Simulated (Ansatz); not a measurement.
# SiGeH (quartet): B2PLYP, RPA-PBE over vertical spin and charge gaps, cc-pVDZ

How well do these functionals follow the top wave-function level for SiGeH (quartet) over vertical spin and charge gaps?

The runs use Ansatz 0.2.0, Gaussian basis; cc-pVDZ, all electrons in the functionals, frozen cores in the correlation of double hybrids and RPA.

Plan: B2PLYP, RPA-PBE, at charge 0, quartet; charge 0, doublet; charge 0, sextet; charge 1, triplet; charge 1, quintet.

3 further runs of the same task are left out: 3 set aside as unsound or not needed.

## 1. What is computed

The geometry is a PBE0/def2-TZVP stationary point (not a proven minimum). No spin-orbit coupling is included. The filled d shell of Ge may be among the frozen orbitals whatever the setting's name suggests; the logs give the count.

3 atoms, charge 0, spin multiplicity 4.

Atoms are counted from 1 here; the program's logs count them from 0.

Bond lengths: Si1–Ge2 2.393 Å, Si1–H3 1.522 Å. Angles: Ge2–Si1–H3 111.0°.

Coordinates:

```xyz
3

Si    0.0000   -0.1031    1.7001
Ge    0.0000    0.0220   -0.6895
H     0.0000    1.2874    2.3199
```

No dispersion term is added.

The geometry shown and the zero of energy belong to the point charge 0, quartet. The yardstick, UCCSDTQ, and other wave-function levels (R restricted, U unrestricted, valence and pair active spaces) come from earlier runs.

## 2. B2PLYP, charge 0, quartet

in.yaml

```yaml
crystal:
  periodic: [false, false, false]
  atoms:
    - {symbol: Si, position_ang: [0.000000, -0.103104, 1.700052]}
    - {symbol: Ge, position_ang: [0.000000, 0.022000, -0.689498]}
    - {symbol: H, position_ang: [0.000000, 1.287411, 2.319887]}
basis:
  gaussian: {orbitals: cc-pVDZ}
magnetization: {spin_polarized: true, initial_magnetization: 3}
hamiltonian: {xc: {name: B2PLYP}}
correlation: {electrons: outside_noble_gas}
```

Started as:

```
$ ansatz run in.yaml --threads 1 --pin off --events-out ev --progress --plain --max-ram 4096MiB --backend cpu
```

Further steps of the session: B2PLYP, charge 0, doublet; B2PLYP, charge 0, sextet; B2PLYP, charge 1, triplet; B2PLYP, charge 1, quintet; RPA-PBE, charge 0, quartet; RPA-PBE, charge 0, doublet; RPA-PBE, charge 0, sextet; RPA-PBE, charge 1, triplet; RPA-PBE, charge 1, quintet.

Q: Predict the results of all the runs planned. Wanted: quartet to doublet, UCCSDTQ; quartet to sextet, UCCSDTQ; ionisation to the triplet cation, UCCSDTQ; ionisation to the quintet cation, UCCSDTQ; largest miss, B2PLYP; largest miss, RPA-PBE.

**Answer**, as computed:

| quantity | value |
| --- | --- |
| quartet to doublet, UCCSDTQ | -0.479 eV |
| quartet to sextet, UCCSDTQ | 2.673 eV |
| ionisation to the triplet cation, UCCSDTQ | 6.985 eV |
| ionisation to the quintet cation, UCCSDTQ | 9.203 eV |
| largest miss, B2PLYP | +0.313 eV (quartet to sextet) |
| largest miss, RPA-PBE | +0.274 eV (quartet to sextet) |

Of the functionals, RPA-PBE keep the smallest largest miss at the points compared (at most 0.274 eV) and B2PLYP strays most (0.313 eV, at quartet to sextet). Functionals and the yardstick converge differently with the basis, so part of each miss in cc-pVDZ is the basis.
